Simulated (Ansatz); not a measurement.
# Ta: under pressure

A pressure series on Ta (-2 to 40 GPa): equation of state, axes and gap.

Program: Ansatz 0.2.0. Level of theory: DFT PBEsol, scalar-relativistic, plane waves, PAW. These are calculated values, not measurements.

1 further run of the same task is left out (set aside as unsound or not needed).

## 1. The structure to begin with

The structure is cubic, space group Im-3m (No. 229). The conventional cell has a = 3.280 Å, b = 3.280 Å, c = 3.280 Å, α = 90.00°, β = 90.00°, γ = 90.00°. Around Ta (site symmetry m-3m) lie 8 Ta at 2.84 Å.

Coordinates:

```cif
data_structure
_symmetry_space_group_name_H-M 'P 1'
_symmetry_Int_Tables_number 1
_cell_length_a 2.8410
_cell_length_b 2.8410
_cell_length_c 2.8410
_cell_angle_alpha 109.471
_cell_angle_beta 109.471
_cell_angle_gamma 109.471
_cell_volume 17.65
loop_
_atom_site_label
_atom_site_type_symbol
_atom_site_fract_x
_atom_site_fract_y
_atom_site_fract_z
_atom_site_occupancy
Ta1 Ta 0.00000 0.00000 0.00000 1
```

It goes back to an entry of the Materials Project.

This cell was relaxed beforehand with the same method: volume 17.65 Å³/atom, gap on the mesh none (metal).

## 2. Relaxing at -2 GPa

Contents of input.yaml:

```yaml
crystal:
  lattice:
    - [-1.6507487451, 1.6507487451, 1.6507487451]
    - [1.6507487451, -1.6507487451, 1.6507487451]
    - [1.6507487451, 1.6507487451, -1.6507487451]
  atoms:
    - { symbol: Ta, position: [0.0, 0.0, 0.0] }
basis:
  ecutwfc: 420
kpoints:
  mp_grid: { grid: [18, 18, 18] }
hamiltonian:
  xc: pbesol
scf:
  occupations: { method: gaussian, width: 0.1 }
output:
  forces: true
  stress: true
  eigenvalues: true
relax:
  adjacent_minimum: "off"
  f_tol: 0.008
  max_steps: 50
  cell: { stress_tol: 0.08, p_target: -2.0 }
```

Started as:

```
ansatz run input.yaml --threads 1 --pin off --max-ram 2560MiB --backend cpu --events-out ev --progress --plain --runs-dir out
```

Further runs follow: target pressure 2 GPa; target pressure 5 GPa; target pressure 10 GPa; target pressure 20 GPa; relaxing at 40 GPa.

What does the calculation give? Wanted: bulk modulus B0; B0'.

As calculated:

| quantity | value |
| --- | --- |
| volume at 40 GPa | 15.26 Å³/atom, V/V0 = 0.865 |
| bulk modulus B0 (third-order Birch-Murnaghan) | 210 GPa |
| B0' | 3.7 |

**Reading.** At 40 GPa the crystal has lost 13.5 % of its volume. A third-order Birch-Murnaghan curve fits the points with B0 = 210 GPa. The symmetry of the start is kept, so a transition to another structure would not show. The runs treat Ta without spin-orbit coupling.
